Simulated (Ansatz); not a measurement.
## Cd2Si in Ansatz: convergence with smearing width

Crystal: Cd2Si.

```
CELL_PARAMETERS angstrom
0.00000 2.36132 7.09442
1.74073 0.00000 7.09442
1.74073 2.36132 0.00000
ATOMIC_POSITIONS crystal
Cd 0.33863 0.33863 0.66137
Cd 0.66137 0.66137 0.33863
Si 0.00000 0.00000 0.00000
```

The cell was built by a generator and needn't be a form met in nature.

```yaml
Program: Ansatz 0.2.0
Task: convergence study
Functional: LDA
Potentials_or_basis: Ansatz PAW earlier set
Cutoff: 620 eV
Density_cutoff: 2480 eV
k_mesh: 8 × 8 × 8
Occupations: gaussian, width 0.3 eV
Spin: no spin polarisation
```

These are the settings of the first run; the series varies smearing width, with any setting tied to it.

Hardware: 2 threads of Arm Neoverse N1 (shared host).

Q: The values tried are 0.3 eV, 0.2 eV, 0.15 eV, 0.1 eV, 0.05 eV, 0.025 eV, 0.01 eV, 0.005 eV, loosest first. From which on does the largest force stay within 0.005 eV/Å of the tightest run that finished?

A: From 0.05 eV on.

```csv
smearing width,"energy less the tightest run, at zero smearing (meV/atom)",pressure (GPa),largest force (eV/Å),SCF cycles,CPU time (s),peak memory (GiB)
0.3 eV,0.23,-1.55,0.036,8,24,0.48
0.2 eV,0.20,-1.58,0.033,8,24,0.48
0.15 eV,0.19,-1.59,0.030,8,25,0.48
0.1 eV,0.17,-1.59,0.025,8,25,0.47
0.05 eV,0.06,-1.58,0.021,8,25,0.47
0.025 eV,0.00,-1.58,0.020,9,27,0.48
0.01 eV,0.00,-1.57,0.020,10,28,0.48
0.005 eV,0.00,-1.57,0.020,10,29,0.48
```

Against the tightest run, the energy stays within 1 meV/atom from 0.3 eV on; the pressure stays within 0.1 GPa from 0.3 eV on. Narrower smearing needs a denser k mesh, so at a fixed mesh the narrowest width isn't the most accurate. The tightest run that finished is the yardstick and may itself not be fully converged.

Caveat, for the tightest run too: the PAW data sets come from PBE, with cores solved anew for the run's functional, which leaves a small shift of forces and pressure.
